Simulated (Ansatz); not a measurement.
# C2H6CrO2: rotation by 120° about the C1–Cr2 bond

How high is the barrier for the rotation by 120° about the C1–Cr2 bond? Relax the two ends, then run a nudged elastic band between them. SMILES of the start: [CH3][Cr]([CH3])(=[O])=[O].

All numbers below are computed with Ansatz 0.2.0 (RHF/def2-SVP).

**1. Starting point**

Bond lengths: C1–Cr2 2.048 Å, Cr2–C3 2.049 Å, Cr2–O4 1.544 Å, Cr2–O5 1.544 Å, C1–H6 1.102 Å, C1–H7 1.090 Å, C1–H8 1.094 Å, C3–H9 1.090 Å, C3–H10 1.100 Å, C3–H11 1.095 Å. Angles (14 of 18 angles, heavy atoms first): C1–Cr2–C3 108.6°, C1–Cr2–O4 105.5°, C1–Cr2–O5 104.3°, C3–Cr2–O4 104.0°, C3–Cr2–O5 105.1°, O4–Cr2–O5 128.4°, Cr2–C1–H6 105.5°, Cr2–C1–H7 115.7°, Cr2–C1–H8 112.1°, Cr2–C3–H9 115.4°, Cr2–C3–H10 107.2°, Cr2–C3–H11 110.7°, H6–C1–H7 106.9°, H6–C1–H8 109.1°.

As a file:

```xyz
11

C    -1.5839    0.5506    0.2436
Cr    0.1970    0.4150   -0.7577
C     1.4372   -0.8407    0.2838
O    -0.1164   -0.3620   -2.0546
O     0.8271    1.8172   -0.6092
H    -1.3229    0.5194    1.3142
H    -2.1487    1.4686    0.0816
H    -2.2497   -0.2858    0.0138
H     2.3290   -1.1668   -0.2515
H     0.8584   -1.7450    0.5219
H     1.7729   -0.3703    1.2141
```

**2. Relaxing end A**

The input, input.yaml:

```yaml
crystal:
  periodic: [false, false, false]
  atoms:
    - { symbol: C, position_ang: [-1.58387, 0.55062, 0.2436] }
    - { symbol: Cr, position_ang: [0.19698, 0.41503, -0.75766] }
    - { symbol: C, position_ang: [1.43725, -0.84074, 0.2838] }
    - { symbol: O, position_ang: [-0.11645, -0.36205, -2.05462] }
    - { symbol: O, position_ang: [0.82713, 1.81716, -0.60922] }
    - { symbol: H, position_ang: [-1.32293, 0.51939, 1.31422] }
    - { symbol: H, position_ang: [-2.14873, 1.46857, 0.08156] }
    - { symbol: H, position_ang: [-2.2497, -0.28581, 0.0138] }
    - { symbol: H, position_ang: [2.32903, -1.16679, -0.25151] }
    - { symbol: H, position_ang: [0.85836, -1.74504, 0.52194] }
    - { symbol: H, position_ang: [1.77293, -0.37034, 1.2141] }
basis:
  gaussian: { orbitals: def2-SVP }
hamiltonian:
  xc: hf
relax:
  f_tol: 0.015
  max_steps: 40
```

On the command line:

```sh
$ ansatz run input.yaml --threads 2 --pin off --max-ram 3072MiB --backend cpu --events-out ev --progress --plain --runs-dir out
```

The program printed, shortened:

```text
Warning: RAYON_NUM_THREADS=2 ignored (pool sized by the plan → 2); use --threads N
[...]
Functional definition: HF
[...]
1346 factors; integrals over basis functions are off by at most 3.9e-4 eV
[...]
mean field -34602.24519988 eV, -1271.6090568513 hartree, gradient 2.7e-5 eV, S^2 0.000000; 1 other end points of the search recorded, 0 dependent functions left out
[...]
reference -34602.24519988 eV, -1271.6090568513 hartree; 29, 29 occupied and 88, 88 virtual orbitals, 1346 factors
relax step   1: F+E_penalty+E_count = -34602.24519988 eV  Δ(F+E_penalty+E_count) = +0.000e0 eV  max|allowed force component| = 1.936e0 eV/Å  Δτ_max = 0.0000 Å  (253 SCF iters, accepted)
[...]
relax step   3: F+E_penalty+E_count = -34602.67760054 eV  Δ(F+E_penalty+E_count) = -6.939e-2 eV  max|allowed force component| = 5.652e-1 eV/Å  Δτ_max = 0.0941 Å  (90 SCF iters, accepted)
[...]
relax step   5: F+E_penalty+E_count = -34602.73617497 eV  Δ(F+E_penalty+E_count) = -1.238e-2 eV  max|allowed force component| = 1.190e-1 eV/Å  Δτ_max = 0.1046 Å  (92 SCF iters, accepted)
[...]
relax step   7: F+E_penalty+E_count = -34602.73863624 eV  Δ(F+E_penalty+E_count) = -2.461e-3 eV  max|allowed force component| = 2.538e-2 eV/Å  Δτ_max = 0.0347 Å  (101 SCF iters, accepted)
[...]
relax step   9: F+E_penalty+E_count = -34602.74047679 eV  Δ(F+E_penalty+E_count) = -4.880e-4 eV  max|allowed force component| = 4.717e-2 eV/Å  Δτ_max = 0.0158 Å  (100 SCF iters, accepted)
[...]
relax step  10: F+E_penalty+E_count = -34602.74066219 eV  Δ(F+E_penalty+E_count) = -1.854e-4 eV  max|allowed force component| = 4.289e-3 eV/Å  Δτ_max = 0.0147 Å  (76 SCF iters, accepted)
1346 factors; integrals over basis functions are off by at most 3.5e-4 eV
[...]
mean field -34602.74066219 eV, -1271.6272647555 hartree, gradient 2.5e-5 eV, S^2 0.000000; 2 other end points of the search recorded, 0 dependent functions left out
[...]
reference -34602.74066219 eV, -1271.6272647555 hartree; 29, 29 occupied and 88, 88 virtual orbitals, 1346 factors
Total energy: -34602.74066219 eV, -1271.6272647555 hartree
Atom 0 at    -1.504642     0.528568     0.325658 Å, force    -0.002101    -0.002554     0.003105 eV/Å
Atom 1 at     0.194588     0.404535    -0.686132 Å, force    -0.000678    -0.002569     0.004012 eV/Å
Atom 2 at     1.329622    -0.892501     0.291524 Å, force    -0.000594    -0.002471     0.003269 eV/Å
Atom 3 at    -0.105306    -0.161462    -2.048621 Å, force    -0.000203     0.001722    -0.004289 eV/Å
Atom 4 at     0.869407     1.749744    -0.645195 Å, force     0.002163     0.003023    -0.003045 eV/Å
Atom 5 at    -1.259664     0.873495     1.328128 Å, force     0.000352     0.001027    -0.001501 eV/Å
Atom 6 at    -2.118035     1.252976    -0.206081 Å, force    -0.002505     0.000600    -0.000397 eV/Å
Atom 7 at    -1.959176    -0.459905     0.319745 Å, force     0.002010     0.001385     0.000525 eV/Å
Atom 8 at     2.255330    -0.968095    -0.275149 Å, force     0.001983    -0.000290     0.000052 eV/Å
Atom 9 at     0.795176    -1.840106     0.309892 Å, force     0.000837     0.000559    -0.001223 eV/Å
Atom 10 at     1.502701    -0.487249     1.286241 Å, force    -0.001264    -0.000433    -0.000507 eV/Å
Dipole moment:    -0.192810    -0.400897     0.679934 e Å
```

Run time: 32 s. Hardware: 2 threads of Arm Neoverse V1, shared host; peak memory 0.34 GiB.

Step by step:

```csv
step,energy from step 1 (eV),largest force component (eV/Å)
1,0.0000,1.9363
2,-0.3630,0.8667
3,-0.4324,0.5652
4,-0.4786,0.1809
5,-0.4910,0.1190
6x,-0.4900,0.6495
7,-0.4934,0.0254
8,-0.4948,0.0694
9,-0.4953,0.0472
10,-0.4955,0.0043
```

Step 1 is the start. 1 step was tried and not accepted (marked x).

After: Bond lengths: C1–Cr2 1.982 Å, Cr2–C3 1.982 Å, Cr2–O4 1.506 Å, Cr2–O5 1.506 Å, C1–H6 1.088 Å, C1–H7 1.088 Å, C1–H8 1.088 Å, C3–H9 1.088 Å, C3–H10 1.088 Å, C3–H11 1.088 Å. Angles (14 of 18 angles, heavy atoms first): C1–Cr2–C3 106.3°, C1–Cr2–O4 108.3°, C1–Cr2–O5 108.3°, C3–Cr2–O4 108.3°, C3–Cr2–O5 108.3°, O4–Cr2–O5 116.7°, Cr2–C1–H6 107.3°, Cr2–C1–H7 106.0°, Cr2–C1–H8 107.4°, Cr2–C3–H9 106.0°, Cr2–C3–H10 107.3°, Cr2–C3–H11 107.4°, H6–C1–H7 111.5°, H6–C1–H8 112.8°.

**3. Relaxing end B**

The second end starts from a geometry with the move made by hand.

The input, input.yaml:

```yaml
crystal:
  periodic: [false, false, false]
  atoms:
    - { symbol: C, position_ang: [-1.58387, 0.55062, 0.2436] }
    - { symbol: Cr, position_ang: [0.19698, 0.41503, -0.75766] }
    - { symbol: C, position_ang: [-0.16327, -0.33162, -2.63185] }
    - { symbol: O, position_ang: [0.6379, 1.87219, -1.01548] }
    - { symbol: O, position_ang: [0.9664, -0.70272, -0.02028] }
    - { symbol: H, position_ang: [-1.32293, 0.51939, 1.31422] }
    - { symbol: H, position_ang: [-2.14873, 1.46857, 0.08156] }
    - { symbol: H, position_ang: [-2.2497, -0.28581, 0.0138] }
    - { symbol: H, position_ang: [0.66507, -0.24824, -3.33544] }
    - { symbol: H, position_ang: [-1.00114, 0.24194, -3.05445] }
    - { symbol: H, position_ang: [-0.43851, -1.39043, -2.58104] }
basis:
  gaussian: { orbitals: def2-SVP }
hamiltonian:
  xc: hf
relax:
  f_tol: 0.015
  max_steps: 40
```

On the command line:

```sh
$ ansatz run input.yaml --threads 2 --pin off --max-ram 3072MiB --backend cpu --events-out ev --progress --plain --runs-dir out
```

The program printed, shortened:

```text
Warning: RAYON_NUM_THREADS=2 ignored (pool sized by the plan → 2); use --threads N
[...]
[... 1 set-up line as earlier in the session ...]
[...]
1346 factors; integrals over basis functions are off by at most 3.9e-4 eV
[...]
mean field -34602.24936304 eV, -1271.6092098446 hartree, gradient 2.6e-5 eV, S^2 0.000000; 1 other end points of the search recorded, 0 dependent functions left out
[...]
reference -34602.24936304 eV, -1271.6092098446 hartree; 29, 29 occupied and 88, 88 virtual orbitals, 1346 factors
relax step   1: F+E_penalty+E_count = -34602.24936304 eV  Δ(F+E_penalty+E_count) = +0.000e0 eV  max|allowed force component| = 2.169e0 eV/Å  Δτ_max = 0.0000 Å  (260 SCF iters, accepted)
[...]
relax step   7: F+E_penalty+E_count = -34602.74035982 eV  Δ(F+E_penalty+E_count) = -6.303e-4 eV  max|allowed force component| = 8.352e-2 eV/Å  Δτ_max = 0.0771 Å  (63 SCF iters, accepted)
[...]
Atom 1 at     0.156620     0.373955    -0.772094 Å, force    -0.002959     0.001630    -0.003050 eV/Å
Atom 2 at    -0.271649    -0.253916    -2.602661 Å, force    -0.007423     0.003253    -0.001006 eV/Å
Atom 3 at     0.726677     1.763891    -0.869657 Å, force    -0.000361     0.001440    -0.001328 eV/Å
Atom 4 at     1.018541    -0.664252    -0.104565 Å, force     0.000076    -0.002570     0.001429 eV/Å
Atom 5 at    -1.325958     0.809967     1.208108 Å, force     0.003491     0.000054    -0.004407 eV/Å
Atom 6 at    -2.194861     1.193099    -0.319345 Å, force     0.007119    -0.000109    -0.003892 eV/Å
Atom 7 at    -1.991865    -0.528184     0.208339 Å, force     0.002477     0.001611    -0.000324 eV/Å
Atom 8 at     0.675248    -0.296363    -3.136744 Å, force     0.004490     0.000150     0.002215 eV/Å
Atom 9 at    -0.945442     0.477185    -3.044793 Å, force     0.000795     0.000190     0.000623 eV/Å
Atom 10 at    -0.722356    -1.239951    -2.511310 Å, force     0.000495     0.001335     0.004738 eV/Å
Dipole moment:    -0.735879    -0.180784    -0.293109 e Å
```

Wall time 27 s (2 threads of Arm Neoverse V1, shared host); peak memory 0.36 GiB.

Step by step:

```csv
step,energy from step 1 (eV),largest force component (eV/Å)
1,0.0000,2.1687
2,-0.3563,0.9424
3,-0.4363,1.7873
4,-0.4826,0.1167
5,-0.4875,0.1113
6,-0.4904,0.0085
7,-0.4910,0.0835
8,-0.4913,0.0082
```

Step 1 is the start.

After: Bond lengths: C1–Cr2 1.982 Å, Cr2–C3 1.982 Å, Cr2–O4 1.505 Å, Cr2–O5 1.505 Å, C1–H6 1.088 Å, C1–H7 1.088 Å, C1–H8 1.088 Å, C3–H9 1.088 Å, C3–H10 1.088 Å, C3–H11 1.088 Å. Angles (14 of 18 angles, heavy atoms first): C1–Cr2–C3 106.4°, C1–Cr2–O4 108.3°, C1–Cr2–O5 108.3°, C3–Cr2–O4 108.3°, C3–Cr2–O5 108.3°, O4–Cr2–O5 116.7°, Cr2–C1–H6 106.1°, Cr2–C1–H7 107.5°, Cr2–C1–H8 107.2°, Cr2–C3–H9 106.1°, Cr2–C3–H10 107.2°, Cr2–C3–H11 107.4°, H6–C1–H7 111.5°, H6–C1–H8 111.4°.

**4. Nudged elastic band**

crystal.atoms is end A as relaxed above, and neb.final_atoms is end B, turned to lie on A. With 5 inner images the band has 7 in all.

The input, input.yaml:

```yaml
crystal:
  periodic: [false, false, false]
  atoms:
    - { symbol: C, position_ang: [-1.504642, 0.528568, 0.325658] }
    - { symbol: Cr, position_ang: [0.194588, 0.404535, -0.686132] }
    - { symbol: C, position_ang: [1.329622, -0.892501, 0.291524] }
    - { symbol: O, position_ang: [-0.105306, -0.161462, -2.048621] }
    - { symbol: O, position_ang: [0.869407, 1.749744, -0.645195] }
    - { symbol: H, position_ang: [-1.259664, 0.873495, 1.328128] }
    - { symbol: H, position_ang: [-2.118035, 1.252976, -0.206081] }
    - { symbol: H, position_ang: [-1.959176, -0.459905, 0.319745] }
    - { symbol: H, position_ang: [2.25533, -0.968095, -0.275149] }
    - { symbol: H, position_ang: [0.795176, -1.840106, 0.309892] }
    - { symbol: H, position_ang: [1.502701, -0.487249, 1.286241] }
basis:
  gaussian: { orbitals: def2-SVP }
hamiltonian:
  xc: hf
neb:
  order_check: false
  images: 5
  f_tol: 0.03
  max_iterations: 60
  initial_path: idpp
  final_atoms:
    - { symbol: C, position_ang: [-1.49380643, 0.55053711, 0.34419592] }
    - { symbol: Cr, position_ang: [0.25223514, 0.50656013, -0.59261546] }
    - { symbol: C, position_ang: [1.26727277, -1.00608937, 0.1885388] }
    - { symbol: O, position_ang: [0.00229434, 0.20810696, -2.04687159] }
    - { symbol: O, position_ang: [0.98875515, 1.78221899, -0.28179506] }
    - { symbol: H, position_ang: [-2.04390916, 1.38734912, -0.08146375] }
    - { symbol: H, position_ang: [-1.99341344, -0.39585052, 0.14776206] }
    - { symbol: H, position_ang: [-1.28879649, 0.70601497, 1.40150858] }
    - { symbol: H, position_ang: [2.2200301, -1.0335089, -0.33602002] }
    - { symbol: H, position_ang: [0.68815597, -1.9096651, 0.00920386] }
    - { symbol: H, position_ang: [1.40118305, -0.7956734, 1.24756665] }
```

On the command line:

```sh
$ ansatz run input.yaml --threads 2 --pin off --max-ram 3072MiB --backend cpu --events-out ev --progress --plain --runs-dir out
```

The program printed, shortened:

```text
Warning: RAYON_NUM_THREADS=2 ignored (pool sized by the plan → 2); use --threads N
[...]
[... 1 set-up line as earlier in the session ...]
[...]
1347 factors; integrals over basis functions are off by at most 3.2e-4 eV
[...]
mean field -34602.74066308 eV, -1271.6272647880 hartree, gradient 4.2e-5 eV, S^2 0.000000; 1 other end points of the search recorded, 0 dependent functions left out
[...]
reference -34602.74066308 eV, -1271.6272647880 hartree; 29, 29 occupied and 88, 88 virtual orbitals, 1347 factors
1347 factors; integrals over basis functions are off by at most 8.0e-4 eV
[...]
mean field -34602.74066611 eV, -1271.6272648995 hartree, gradient 4.3e-5 eV, S^2 0.000000; 1 other end points of the search recorded, 0 dependent functions left out
[...]
reference -34602.74066611 eV, -1271.6272648995 hartree; 29, 29 occupied and 88, 88 virtual orbitals, 1347 factors
[...]
Atom 1 at     0.272337     0.532781    -0.533797 Å, force    -0.010713    -0.007270     0.012546 eV/Å
Atom 2 at     1.187955    -1.136228     0.019362 Å, force    -0.003378     0.003417    -0.000965 eV/Å
Atom 3 at    -0.021571     0.408763    -2.004473 Å, force     0.000362     0.001577    -0.003770 eV/Å
Atom 4 at     1.162346     1.678427    -0.133730 Å, force     0.002384     0.003213    -0.002065 eV/Å
Atom 5 at    -1.423031     1.576632     1.064166 Å, force    -0.000790    -0.000294     0.001951 eV/Å
Atom 6 at    -2.261306     0.683287    -0.261806 Å, force    -0.002184    -0.000946     0.000811 eV/Å
Atom 7 at    -1.479038    -0.219858     1.080930 Å, force    -0.002639     0.001371     0.000420 eV/Å
Atom 8 at     2.116837    -1.183247    -0.543554 Å, force     0.000456    -0.000627     0.001196 eV/Å
Atom 9 at     0.523337    -1.959851    -0.234462 Å, force     0.002780     0.000128    -0.000081 eV/Å
Atom 10 at     1.370836    -1.056928     1.089246 Å, force     0.000938    -0.001449    -0.001523 eV/Å
Dipole moment:    -0.286211    -0.546287     0.551670 e Å
this run last wrote the band of iteration 4 to <dir>
```

It took 78 s on 2 threads of Arm Neoverse V1, shared host; peak memory 0.35 GiB.

**5. The band, image by image**

Images 0 and 6 are the ends. Energies count from image 0; the path length is the program's own measure over all atoms.

| image | path (Å) | energy (eV) | dihedral H8–C1–Cr2–O5 (°) | band force (eV/Å) |
| --- | --- | --- | --- | --- |
| 0 | 0.000 | 0.0000 | -178 | - |
| 1 | 0.583 | 0.0128 | -158 | 0.013 |
| 2 | 1.166 | 0.0389 | -138 | 0.017 |
| 3* | 1.749 | 0.0516 | -117 | 0.013 |
| 4 | 2.323 | 0.0397 | -96 | 0.013 |
| 5 | 2.896 | 0.0141 | -75 | 0.011 |
| 6 | 3.469 | 0.0000 | -56 | - |

The star marks the climbing image.

image, energy (eV) and a bar:
```
        0      0.000 
        1      0.013 #######
        2      0.039 #######################
        3      0.052 ##############################
        4      0.040 #######################
        5      0.014 ########
        6      0.000
```

How the highest energy settled:

```csv
iteration,highest image above image 0 (eV),largest band force (eV/Å)
1,0.1000,0.781
2,0.0547,0.199
3,0.0518,0.065
4,0.0516,0.017
```

Positions of all images (Å):

```xyz
11
image=0 dE=0.0000
C    -1.505    0.529    0.326
Cr    0.195    0.405   -0.686
C     1.330   -0.893    0.292
O    -0.105   -0.161   -2.049
O     0.869    1.750   -0.645
H    -1.260    0.873    1.328
H    -2.118    1.253   -0.206
H    -1.959   -0.460    0.320
H     2.255   -0.968   -0.275
H     0.795   -1.840    0.310
H     1.503   -0.487    1.286
11
image=1 dE=0.0128
C    -1.482    0.589    0.375
Cr    0.218    0.453   -0.641
C     1.286   -0.985    0.207
O    -0.103    0.021   -2.047
O     0.971    1.748   -0.490
H    -1.289    1.153    1.284
H    -2.193    1.095   -0.274
H    -1.796   -0.434    0.577
H     2.221   -1.036   -0.346
H     0.716   -1.907    0.111
H     1.450   -0.697    1.244
11
image=2 dE=0.0389
C    -1.467    0.641    0.419
Cr    0.243    0.496   -0.587
C     1.241   -1.067    0.114
O    -0.070    0.212   -2.032
O     1.072    1.722   -0.316
H    -1.350    1.391    1.195
H    -2.248    0.900   -0.291
H    -1.634   -0.353    0.835
H     2.175   -1.112   -0.442
H     0.625   -1.944   -0.069
H     1.413   -0.886    1.173
11
image=3 dE=0.0516
C    -1.449    0.676    0.458
Cr    0.272    0.533   -0.534
C     1.188   -1.136    0.019
O    -0.022    0.409   -2.004
O     1.162    1.678   -0.134
H    -1.423    1.577    1.064
H    -2.261    0.683   -0.262
H    -1.479   -0.220    1.081
H     2.117   -1.183   -0.544
H     0.523   -1.960   -0.234
H     1.371   -1.057    1.089
11
image=4 dE=0.0397
C    -1.417    0.696    0.499
Cr    0.309    0.566   -0.483
C     1.122   -1.194   -0.074
O     0.031    0.603   -1.962
O     1.244    1.622    0.043
H    -1.493    1.701    0.903
H    -2.225    0.465   -0.188
H    -1.340   -0.042    1.299
H     2.048   -1.248   -0.643
H     0.412   -1.955   -0.392
H     1.310   -1.216    0.998
11
image=5 dE=0.0141
C    -1.372    0.709    0.549
Cr    0.350    0.595   -0.431
C     1.047   -1.242   -0.169
O     0.080    0.788   -1.900
O     1.323    1.552    0.204
H    -1.561    1.764    0.727
H    -2.143    0.256   -0.068
H    -1.221    0.175    1.486
H     1.974   -1.299   -0.737
H     0.298   -1.929   -0.557
H     1.224   -1.368    0.897
11
image=6 dE=0.0000
C    -1.387    0.691    0.503
Cr    0.309    0.558   -0.515
C     1.109   -1.192   -0.040
O    -0.020    0.546   -1.984
O     1.233    1.646   -0.038
H    -1.818    1.656    0.246
H    -2.026   -0.129    0.181
H    -1.134    0.636    1.560
H     2.034   -1.266   -0.609
H     0.399   -1.962   -0.335
H     1.300   -1.183    1.031
```

**6. Vibrations at the top**

The geometry is the highest inner image of the first converged band.

The input, input.yaml:

```yaml
crystal:
  periodic: [false, false, false]
  atoms:
    - { symbol: C, position_ang: [-1.4487, 0.676222, 0.458127] }
    - { symbol: Cr, position_ang: [0.272337, 0.532781, -0.533797] }
    - { symbol: C, position_ang: [1.187955, -1.136228, 0.019362] }
    - { symbol: O, position_ang: [-0.021571, 0.408763, -2.004473] }
    - { symbol: O, position_ang: [1.162346, 1.678427, -0.13373] }
    - { symbol: H, position_ang: [-1.423031, 1.576632, 1.064166] }
    - { symbol: H, position_ang: [-2.261306, 0.683287, -0.261806] }
    - { symbol: H, position_ang: [-1.479038, -0.219858, 1.08093] }
    - { symbol: H, position_ang: [2.116837, -1.183247, -0.543554] }
    - { symbol: H, position_ang: [0.523337, -1.959851, -0.234462] }
    - { symbol: H, position_ang: [1.370836, -1.056928, 1.089246] }
basis:
  gaussian: { orbitals: def2-SVP }
hamiltonian:
  xc: hf
phonons: {}
```

On the command line:

```sh
$ ansatz run input.yaml --threads 2 --pin off --max-ram 3072MiB --backend cpu --events-out ev --progress --plain --runs-dir out
```

The program printed, shortened:

```text
Warning: RAYON_NUM_THREADS=2 ignored (pool sized by the plan → 2); use --threads N
[...]
[... 1 set-up line as earlier in the session ...]
[...]
1347 factors; integrals over basis functions are off by at most 3.4e-4 eV
[...]
mean field -34602.68907608 eV, -1271.6253690009 hartree, gradient 1.8e-5 eV, S^2 0.000000; 0 other end points of the search recorded, 0 dependent functions left out
[...]
reference -34602.68907608 eV, -1271.6253690009 hartree; 29, 29 occupied and 88, 88 virtual orbitals, 1347 factors
[...]
1347 factors; integrals over basis functions are off by at most 3.4e-4 eV
mean field -34602.68898342 eV, -1271.6253655959 hartree, gradient 2.5e-6 eV, S^2 0.000000; 0 other end points of the search recorded, 0 dependent functions left out
[...]
reference -34602.68898342 eV, -1271.6253655959 hartree; 29, 29 occupied and 88, 88 virtual orbitals, 1347 factors
[...]
1347 factors; integrals over basis functions are off by at most 3.4e-4 eV
[...]
WARN: phonons: modes at or below zero, which the zero-point energy, F, S and C_V leave out: 1, the lowest at -134.06 cm⁻¹. A minimum has none, and a first-order saddle one
[...]
Atom 2 at     1.187955    -1.136228     0.019362 Å, force    -0.003389     0.003415    -0.000977 eV/Å
Atom 3 at    -0.021571     0.408763    -2.004473 Å, force     0.000362     0.001577    -0.003747 eV/Å
Atom 4 at     1.162346     1.678427    -0.133730 Å, force     0.002360     0.003181    -0.002067 eV/Å
Atom 5 at    -1.423031     1.576632     1.064166 Å, force    -0.000791    -0.000304     0.001944 eV/Å
Atom 6 at    -2.261306     0.683287    -0.261806 Å, force    -0.002193    -0.000946     0.000801 eV/Å
Atom 7 at    -1.479038    -0.219858     1.080930 Å, force    -0.002639     0.001363     0.000427 eV/Å
Atom 8 at     2.116837    -1.183247    -0.543554 Å, force     0.000461    -0.000626     0.001191 eV/Å
Atom 9 at     0.523337    -1.959851    -0.234462 Å, force     0.002782     0.000132    -0.000082 eV/Å
Atom 10 at     1.370836    -1.056928     1.089246 Å, force     0.000940    -0.001447    -0.001505 eV/Å
Dipole moment:    -0.286212    -0.546288     0.551671 e Å
Vibrations: -134.06 158.10 167.28 236.44 261.51 267.32 391.52 530.83 562.73 687.33 735.28 791.05 813.22 1233.57 1252.08 1254.49 1330.35 1524.33 1526.49 1532.94 1541.36 3193.76 3197.70 3323.40 3335.93 3345.11 3369.22 cm⁻¹, zero-point energy 2.266639 eV
```

Wall time 2.3 min (2 threads of Arm Neoverse V1, shared host); peak memory 0.34 GiB.

Of 27 modes, 1 is imaginary by more than 30 cm⁻¹ (134i cm⁻¹).

**7. Summary of results**

```
                    quantity                    value
                       end A  8 moves, 0.495 eV lower
                       end B  7 moves, 0.491 eV lower
            barrier forwards                 0.052 eV
           barrier backwards                 0.052 eV
second end relative to first                 0.000 eV
               highest image    3 of 0 to 6, climbing
             band iterations                        4
  imaginary modes at the top                134i cm⁻¹
```

Along this path the system climbs 0.052 eV from the first end (2.0 kT at 300 K). The two ends lie within 1 meV of each other. The listed dihedral goes from -178° at end A through -117° at the highest image to -56° at end B. One imaginary mode, as a first-order saddle point has. Zero-point energy and entropy are left out.
